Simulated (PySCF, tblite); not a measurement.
# B₂₈N₂₈H₁₈: electronic excitations, NMR shifts, part 2 of 2

tblite 0.8.0 and PySCF 2.14.0. Atoms count from 0. Earlier steps stand in the parts before.

### Step 4. NMR shifts: GIAO KT3/pcSseg-1

What the job is given:

```
{"job": {"kind": "nmr", "xc": "KT3", "basis": "pcSseg-1", "pop": false}, "charge": 0, "multiplicity": 1}
B      3.559257     0.535983     2.662996
N      3.095924     1.762710     2.089134
B      3.427457     0.944137    -1.618941
N      2.900586     2.152126    -2.176536
B      2.964017     1.851152     0.653902
N      2.101152     2.827467     0.057199
B      2.337450     2.670482     2.906720
N      1.177259     3.278829     2.330283
B      1.958403     2.877188    -1.372014
N      0.758433     3.427493    -1.921148
B      1.014417     3.249805     0.895469
N     -0.285884     3.381880     0.301708
B      0.008327     3.427383     3.154510
N     -1.248575     3.040984     2.587930
B     -0.432677     3.329484    -1.128634
N     -1.674063     2.873167    -1.718869
B     -1.345188     2.913800     1.154546
N     -2.353941     2.089046     0.562067
B     -1.994684     2.879658    -3.113837
N     -2.744895     1.810363    -3.657517
B     -2.181685     2.322403     3.413371
N     -2.870165     1.207333     2.841713
B     -2.398710     1.954762    -0.865854
N     -2.981454     0.782199    -1.450208
B     -2.848609     1.038792     1.408731
N     -3.101882    -0.240799     0.815622
B     -3.011396     0.635615    -2.873897
N     -3.113636    -0.674044    -3.433112
B     -3.253550     0.076059     3.646661
N     -3.246587    -1.203002     3.047394
B     -3.050240    -0.380367    -0.607998
N     -2.809523    -1.668012    -1.191780
B     -2.935599    -1.390526     1.662641
N     -2.260131    -2.543202     1.101186
B     -2.703080    -1.783937    -2.619198
N     -1.960512    -2.878094    -3.168369
B     -2.100067    -2.583962    -0.334282
N     -1.031091    -3.337095    -0.928650
B     -1.297990    -3.232496     1.916155
N     -0.020460    -3.533195     1.344475
B     -0.880192    -3.361770    -2.357378
N      0.417723    -3.602667    -2.913378
B      0.126414    -3.472217    -0.089828
N      1.416865    -3.284913    -0.685068
B      1.150541    -3.390753     2.165939
N      2.297173    -2.754561     1.592433
B      1.540497    -3.206479    -2.114143
N      2.660385    -2.509201    -2.671139
B      2.364301    -2.610071     0.157084
N      3.209267    -1.617809    -0.437806
B      3.089523    -1.878968     2.412693
N      3.533527    -0.643750     1.841410
B      3.252284    -1.478492    -1.867655
N      3.659683    -0.222853    -2.421660
B      3.492089    -0.489861     0.406053
N      3.490480     0.813390    -0.188884
H      3.819510     0.464338     3.802548
H      2.834135     2.230058    -3.180449
H      2.577526     2.794728     4.046055
H      0.644252     3.441019    -2.923158
H      0.100689     3.710968     4.286482
H     -1.623495     3.742199    -3.822278
H     -2.934242     1.799295    -4.648203
H     -2.270470     2.562598     4.556484
H     -3.102014    -0.778784    -4.436876
H     -3.495120     0.200951     4.786267
H     -3.329314    -2.017442     3.634815
H     -1.886267    -2.955533    -4.171928
H     -1.488905    -3.419107     3.058345
H      0.513580    -3.606305    -3.917977
H      1.118117    -3.654763     3.306775
H      2.738386    -2.445921    -3.675379
H      3.247950    -2.107959     3.550341
H      3.682940    -0.121466    -3.425498
```

Level: GIAO KT3/pcSseg-1 NMR shielding, non-relativistic, gas phase.

Output:

```text
start: PBE on a coarse grid of 65095 points
cycle   1  E = -2238.4037298806  dE =  1.075e+01  |g| = 1.935e+00  |ddm| = 9.375e+00
cycle   2  E = -2236.9074137638  dE =  1.496e+00  |g| = 3.229e+00  |ddm| = 4.543e+00
cycle   3  E = -2239.2011620613  dE = -2.294e+00  |g| = 2.879e-01  |ddm| = 3.134e+00
cycle   4  E = -2239.2204535482  dE = -1.929e-02  |g| = 1.389e-01  |ddm| = 4.847e-01
cycle   5  E = -2239.2248412910  dE = -4.388e-03  |g| = 4.311e-02  |ddm| = 1.596e-01
cycle   6  E = -2239.2252488045  dE = -4.075e-04  |g| = 1.623e-02  |ddm| = 5.398e-02
cycle   7  E = -2239.2253055999  dE = -5.680e-05  |g| = 3.287e-03  |ddm| = 1.354e-02
final grid: 607589 points
cycle   8  E = -2278.2555381393  dE = -1.107e-01  |g| = 2.209e-01  |ddm| = 8.178e-01
cycle   9  E = -2278.2388006402  dE =  1.674e-02  |g| = 3.551e-01  |ddm| = 4.398e-01
cycle  10  E = -2278.2660674878  dE = -2.727e-02  |g| = 1.814e-02  |ddm| = 2.687e-01
cycle  11  E = -2278.2661439460  dE = -7.646e-05  |g| = 7.834e-03  |ddm| = 2.772e-02
cycle  12  E = -2278.2661532657  dE = -9.320e-06  |g| = 2.587e-03  |ddm| = 8.366e-03
cycle  13  E = -2278.2661584666  dE = -5.201e-06  |g| = 7.884e-04  |ddm| = 3.109e-03
cycle  14  E = -2278.2661541162  dE =  4.350e-06  |g| = 2.109e-04  |ddm| = 9.275e-04
cycle  15  E = -2278.2661575015  dE = -3.385e-06  |g| = 7.897e-05  |ddm| = 2.645e-04
converged SCF energy = -2278.2661575015

GIAO shielding tensors (ppm)
atom      isotropic    diamagn.    paramagn.     s11        s22        s33       span
  0 B       69.561     207.321    -137.759     51.834     53.841    103.009     51.175
  1 N       97.772     360.775    -263.004     17.870     24.501    250.944    233.074
  2 B       77.302     224.912    -147.610     60.136     70.695    101.076     40.940
  3 N      159.990     348.425    -188.435     90.121    180.292    209.557    119.436
  4 B       77.536     225.719    -148.184     63.257     68.717    100.634     37.377
  5 N      133.017     368.037    -235.020     58.545     86.990    253.515    194.970
  6 B       69.810     206.116    -136.307     52.119     53.984    103.326     51.208
  7 N       95.658     360.550    -264.892     15.511     24.364    247.100    231.589
  8 B       77.358     226.090    -148.733     60.776     70.405    100.892     40.116
  9 N      150.317     351.600    -201.282     73.871    161.646    215.435    141.564
 10 B       77.266     225.754    -148.488     62.990     68.370    100.439     37.449
 11 N      129.306     370.511    -241.205     58.863     78.531    250.525    191.663
 12 B       68.800     205.037    -136.238     50.633     53.454    102.311     51.678
 13 N       96.347     359.879    -263.532     19.044     21.464    248.532    229.488
 14 B       75.577     225.902    -150.326     61.069     66.811     98.851     37.782
 15 N      123.071     361.314    -238.243     44.827     77.943    246.443    201.616
 16 B       77.009     225.310    -148.301     63.476     67.530    100.019     36.542
 17 N      131.239     372.039    -240.800     60.610     78.970    254.137    193.528
 18 B       74.947     211.790    -136.844     49.823     63.592    111.425     61.602
 19 N      138.824     336.109    -197.285     38.461    168.403    209.607    171.145
 20 B       69.393     204.053    -134.660     51.602     54.569    102.008     50.406
 21 N      104.184     354.630    -250.446     22.823     34.011    255.718    232.895
 22 B       76.716     225.135    -148.419     64.207     66.319     99.622     35.415
 23 N      130.882     365.754    -234.872     62.289     77.463    252.895    190.606
 24 B       77.759     222.127    -144.368     65.377     67.274    100.626     35.248
 25 N      127.777     368.721    -240.944     60.603     74.264    248.463    187.859
 26 B       79.421     221.164    -141.743     62.805     72.276    103.183     40.378
 27 N      161.627     341.348    -179.721     94.588    181.970    208.324    113.736
 28 B       72.225     204.010    -131.785     49.350     61.592    105.731     56.381
 29 N      138.040     339.014    -200.974     41.859    153.158    219.104    177.245
 30 B       77.374     225.009    -147.635     65.911     67.115     99.096     33.185
 31 N      133.170     367.078    -233.908     64.603     84.892    250.014    185.410
 32 B       76.754     218.371    -141.618     61.311     69.687     99.263     37.953
 33 N      117.465     366.036    -248.571     35.853     70.438    246.102    210.249
 34 B       77.080     222.532    -145.452     60.981     69.424    100.834     39.853
 35 N      159.428     343.186    -183.758     89.073    180.133    209.077    120.004
 36 B       76.501     226.123    -149.622     64.061     66.291     99.153     35.092
 37 N      131.024     367.655    -236.631     57.664     85.350    250.057    192.393
 38 B       69.608     212.379    -142.771     51.643     52.481    104.700     53.057
 39 N       95.716     362.359    -266.643     16.028     22.678    248.442    232.414
 40 B       76.890     223.423    -146.533     60.237     69.694    100.739     40.502
 41 N      159.295     344.482    -185.187     88.796    180.021    209.068    120.272
 42 B       77.650     226.667    -149.016     62.870     69.008    101.074     38.204
 43 N      133.248     367.247    -233.999     60.038     86.589    253.118    193.080
 44 B       69.650     210.224    -140.574     51.647     53.918    103.384     51.737
 45 N       97.369     361.590    -264.221     17.462     24.060    250.585    233.122
 46 B       77.382     224.006    -146.624     60.329     70.764    101.053     40.725
 47 N      160.484     345.470    -184.985     91.349    180.938    209.167    117.818
 48 B       77.726     225.979    -148.253     63.065     69.234    100.880     37.816
 49 N      133.432     367.191    -233.759     60.737     86.412    253.148    192.411
 50 B       69.329     208.531    -139.202     51.513     53.527    102.947     51.434
 51 N       97.680     360.954    -263.274     18.256     23.941    250.842    232.587
 52 B       77.492     224.210    -146.718     60.291     71.039    101.146     40.855
 53 N      160.691     346.595    -185.904     91.619    180.981    209.472    117.853
 54 B       77.750     225.672    -147.921     63.292     69.186    100.774     37.483
 55 N      133.141     367.375    -234.234     60.017     86.149    253.257    193.240
 56 H       26.653      35.564      -8.911     24.345     27.087     28.527      4.182
 57 H       28.517      47.776     -19.259     24.279     28.462     32.809      8.530
 58 H       26.620      34.490      -7.870     24.257     27.042     28.561      4.304
 59 H       28.094      50.319     -22.225     23.135     29.185     31.962      8.826
 60 H       26.529      33.479      -6.950     24.233     26.814     28.539      4.306
 61 H       26.826      36.931     -10.105     23.928     27.506     29.045      5.117
 62 H       26.895      35.365      -8.470     22.482     26.274     31.928      9.446
 63 H       26.650      33.230      -6.580     24.040     27.219     28.689      4.648
 64 H       28.325      41.198     -12.874     23.237     28.259     33.478     10.241
 65 H       26.960      31.761      -4.801     24.169     27.243     29.469      5.300
 66 H       26.359      35.321      -8.962     21.633     26.356     31.088      9.456
 67 H       28.480      42.335     -13.854     23.769     28.347     33.325      9.556
 68 H       26.631      41.263     -14.632     23.880     27.370     28.643      4.763
 69 H       28.491      43.635     -15.144     23.865     28.463     33.145      9.280
 70 H       26.687      37.981     -11.294     24.594     27.073     28.395      3.800
 71 H       28.506      44.830     -16.325     23.958     28.455     33.104      9.145
 72 H       26.655      36.588      -9.933     24.473     27.027     28.466      3.993
 73 H       28.545      45.941     -17.395     24.143     28.416     33.077      8.933
```

Wall time 72 s (8 threads of Arm Neoverse V1, shared host); peak memory 5 GiB.

Shifts follow as δ = σ(reference) − σ, with reference shieldings (ppm) from runs at the same level and on the same kind of geometry: 1H TMS 31.76, 15N NH3 264.4, 11B BF3·OEt2 100.0. The references are single molecules in the gas phase, so shifts against H2O, NH3, PH3, H3PO4 or CFCl3 are not on the usual liquid scales and can be off by tens of ppm.

```tsv
atoms	environment	σ (ppm)	δ (ppm)
H66	hydrogen on a nitrogen bonded to 2 B	26.36	5.40
H60	hydrogen on a boron bonded to 2 N	26.53	5.23
H58	hydrogen on a boron bonded to 2 N	26.62	5.14
H68	hydrogen on a boron bonded to 2 N	26.63	5.13
H63	hydrogen on a boron bonded to 2 N	26.65	5.11
H56	hydrogen on a boron bonded to 2 N	26.65	5.11
H72	hydrogen on a boron bonded to 2 N	26.66	5.10
H70	hydrogen on a boron bonded to 2 N	26.69	5.07
H61	hydrogen on a boron bonded to 2 N	26.83	4.93
H62	hydrogen on a nitrogen bonded to 2 B	26.89	4.87
H65	hydrogen on a boron bonded to 2 N	26.96	4.80
H59	hydrogen on a nitrogen bonded to 2 B	28.09	3.67
H64	hydrogen on a nitrogen bonded to 2 B	28.32	3.44
H67	hydrogen on a nitrogen bonded to 2 B	28.48	3.28
H69	hydrogen on a nitrogen bonded to 2 B	28.49	3.27
H71	hydrogen on a nitrogen bonded to 2 B	28.51	3.25
H57	hydrogen on a nitrogen bonded to 2 B	28.52	3.24
H73	hydrogen on a nitrogen bonded to 2 B	28.55	3.21
B12	boron bonded to 2 N, H	68.8	31.2
B50	boron bonded to 2 N, H	69.3	30.6
B20	boron bonded to 2 N, H	69.4	30.6
B0	boron bonded to 2 N, H	69.6	30.4
B38	boron bonded to 2 N, H	69.6	30.4
B44	boron bonded to 2 N, H	69.6	30.3
B6	boron bonded to 2 N, H	69.8	30.2
B28	boron bonded to 2 N, H	72.2	27.8
B18	boron bonded to 2 N, H	74.9	25.0
B14	boron bonded to 3 N	75.6	24.4
B36	boron bonded to 3 N	76.5	23.5
B22	boron bonded to 3 N	76.7	23.3
B32	boron bonded to 3 N	76.8	23.2
B40	boron bonded to 3 N	76.9	23.1
B16	boron bonded to 3 N	77.0	23.0
B34	boron bonded to 3 N	77.1	22.9
B10	boron bonded to 3 N	77.3	22.7
B2	boron bonded to 3 N	77.3	22.7
B8	boron bonded to 3 N	77.4	22.6
B30	boron bonded to 3 N	77.4	22.6
B46	boron bonded to 3 N	77.4	22.6
B52	boron bonded to 3 N	77.5	22.5
```

Ring of atoms B0, N1, B4, N51, B54, N55: NICS(0) -0.9, NICS(1) -2.2, NICS(1)zz 0.0 ppm (means of both faces; NICS(1) differs between them: -3.6 and -0.8).

Ring of atoms N1, B4, N5, B6, N7, B10: NICS(0) -0.8, NICS(1) -2.2, NICS(1)zz 0.1 ppm (means of both faces; NICS(1) differs between them: -3.6 and -0.7).

Ring of atoms B2, N3, B4, N5, B8, N55: NICS(0) -1.8, NICS(1) -1.8, NICS(1)zz 0.5 ppm (means of both faces; NICS(1) differs between them: -3.1 and -0.6).

### Step 5. Results

This closing draws on all 2 parts.

| quantity | value |
| --- | --- |
| lowest singlet (PBE0/6-31G*) | 5.70 eV (218 nm), f = 0.024 |
| lowest triplet | 5.41 eV |
| 1H shifts against TMS (KT3/pcSseg-1) | 5.40, 5.23, 5.14, 5.13, 5.11, 5.11, 5.10, 5.07, 4.93, 4.87, 4.80, 3.67, 3.44, 3.28 ppm and more |
| 11B shifts against BF3·OEt2 (KT3/pcSseg-1) | 31.2, 30.6, 30.6, 30.4, 30.4, 30.3, 30.2, 27.8, 25.0, 24.4, 23.5, 23.3, 23.2, 23.1 ppm and more |
| 15N shifts against NH3 (KT3/pcSseg-1) | 168.7, 168.7, 168.0, 167.0, 166.7, 166.6, 160.2, 146.9, 141.3, 136.6, 135.1, 133.5, 133.4, 133.2 ppm and more |

**Reading.** The lowest singlet, at 5.70 eV, is HOMO→LUMO 0.81 and is weak. The lowest triplet lies 0.28 eV below the lowest singlet.
